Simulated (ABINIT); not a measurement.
TaAs:

```xyz
4
Lattice="-1.7218 1.7218 5.8679 1.7218 -1.7218 5.8679 1.7218 1.7218 -5.8679" Properties=species:S:1:pos:R:3 pbc="T T T"
Ta    0.0000    0.0000    5.8676
Ta    1.7218    0.0000    2.9336
As    0.0000    0.0000    0.9698
As    0.0000    1.7218    3.9037
```

The cell is a database's computed one.

Base run:

- Program: ABINIT 10.8.3 (patched build)
- Functional: PBEsol
- Potentials or basis: JTH PAW PBE v2.0
- Cutoff: 517 eV
- k mesh: 9 × 9 × 9
- Occupations: fermi-dirac, width 0.05 eV
- Spin: no spin polarisation

Its results: band gap on the k mesh none (metal or under the smearing width); pressure -3.7 GPa; largest force 0.020 eV/Å.

After a change of settings the same cell gave: band gap on the k mesh 0.02 eV, indirect (least direct gap 0.05 eV); pressure 2.1 GPa; largest force 0.023 eV/Å. Which change was it?
A. k mesh from 9 × 9 × 9 to 7 × 7 × 7
B. functional from PBEsol to PBE
C. k mesh from 9 × 9 × 9 to 4 × 4 × 4

B.

PBE binds less tightly than PBEsol, so the same cell stands under more pressure.

Caveats: the PAW data sets were made with another functional, which shifts forces and pressure a little (some runs); spin-orbit coupling is left out, which moves the levels of the heavy elements (some runs); an odd mesh through Γ misses points on the zone boundary, where band edges often lie (some runs).
